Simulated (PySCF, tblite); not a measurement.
**C₆H₁₁FO₂Si: geometry, infrared bands and NMR shifts**

What infrared bands and NMR shifts should C₆H₁₁FO₂Si (`CC(C)O[SiH2]/C(F)=C/C=O`) show?

Programs: tblite 0.8.0 and PySCF 2.14.0, with density-fitted response routines of our own. Each step states its level of theory. These are calculated values for one molecule in the gas phase, unless marked as measured. Atoms are numbered from 0 throughout.

## (1) Starting geometry

21 atoms, charge 0, multiplicity 1; geometry from: force field or distance geometry start.

Bonds of the start (Å): C0–C1 1.49, C1–C2 1.52, C1–O3 1.39, O3–Si4 1.74, Si4–C5 1.83, C5–F6 1.38, C5–C7 1.34, C7–C8 1.47, C8–O9 1.26, C0–H10 1.11, C0–H11 1.11, C0–H12 1.14, C1–H13 1.11, C2–H14 1.11, C2–H15 1.12, C2–H16 1.11, Si4–H17 1.48, Si4–H18 1.47, C7–H19 1.08, C8–H20 1.08.

## (2) Relaxing the molecule with GFN2-xTB

The job: settings as JSON, then the geometry in Å.

```
{"job": {"kind": "relax", "xc": "GFN2-xTB", "basis": "xTB"}, "charge": 0, "multiplicity": 1}
C     -3.102600    -0.216000    -0.248700
C     -1.697300    -0.008300     0.202200
C     -1.659800     1.069400     1.266500
O     -0.838700     0.271200    -0.855000
Si     0.378500    -0.971600    -0.860900
C      1.999200    -0.113600    -0.802500
F      2.294500     0.768600    -1.821300
C      2.871100    -0.324700     0.192100
C      4.153500     0.393600     0.173200
O      5.007200     0.236000     1.085400
H     -3.420500    -1.280900    -0.239800
H     -3.330100     0.295100    -1.205600
H     -3.765600     0.276800     0.541900
H     -1.313900    -0.931500     0.694500
H     -0.745600     1.029000     1.898700
H     -2.583700     0.996200     1.892000
H     -1.702900     2.068900     0.777300
H      0.299100    -1.809600    -2.074500
H      0.141000    -1.805800     0.327100
H      2.644200    -1.017800     0.994700
H      4.363800     1.092000    -0.628300
```

Started as:

```console
$ OMP_NUM_THREADS=1 python probes_run.py task.json out
```

The driver reads the jobs from task.json and runs them one after another.

**Question.** This job is followed by: GFN2-xTB harmonic vibrations, gas phase; GIAO PBE0/pcSseg-1 NMR shielding, non-relativistic, gas phase. What will the session give for the following? strongest single infrared mode (GFN2-xTB); zero-point energy (GFN2-xTB); ¹³C shifts against TMS (PBE0/pcSseg-1, means over atoms taken as alike); ¹H shifts against TMS (PBE0/pcSseg-1, means over atoms taken as alike); ¹⁷O shifts against H2O (PBE0/pcSseg-1); ²⁹Si shifts against TMS (PBE0/pcSseg-1); ¹⁹F shifts against CFCl3 (PBE0/pcSseg-1); surface potential, 1st and 99th percentile.

The runs gave:

| quantity | value |
| --- | --- |
| strongest single infrared mode (GFN2-xTB) | 1737 cm⁻¹, 366 km/mol |
| zero-point energy (GFN2-xTB) | 98.0 kcal/mol |
| ¹³C shifts against TMS (PBE0/pcSseg-1, means over atoms taken as alike) | 193.6, 190.3, 131.0, 70.5, 27.3 ppm |
| ¹H shifts against TMS (PBE0/pcSseg-1, means over atoms taken as alike) | 10.53, 6.14, 5.21, 4.42, 1.37 ppm |
| ¹⁷O shifts against H2O (PBE0/pcSseg-1) | 707.3, 46.5 ppm |
| ²⁹Si shifts against TMS (PBE0/pcSseg-1) | -51.1 ppm |
| ¹⁹F shifts against CFCl3 (PBE0/pcSseg-1) | -107.8 ppm |
| surface potential, 1st and 99th percentile | -1.77 V and 1.33 V |

**Reading.** Relaxing lowered the energy by 1.519 eV in 230 steps; the close pair that moved most is O3–Si4, from 1.740 to 1.604 Å. No mode is imaginary among the 57: a minimum at this level. The strongest single mode, at 1737 cm⁻¹, moves mainly C8 and O9. GFN2-xTB is a fitted tight-binding method: band positions and strengths are rough. Its intensities can rank the bands wrongly. The most deshielded hydrogen is H20 (hydrogen on an aldehyde carbonyl carbon), at 10.53 ppm: deshielded by the polar, anisotropic C=O bond. At PBE0/pcSseg-1: The widest tensor belongs to O9: span 1480 ppm, with a paramagnetic part of -766 ppm. At PBE0/pcSseg-1, counted by nearest atom on the grid, the HOMO lies on O9 66 %; H20 14 %, the LUMO on C5 29 %; C8 21 %.
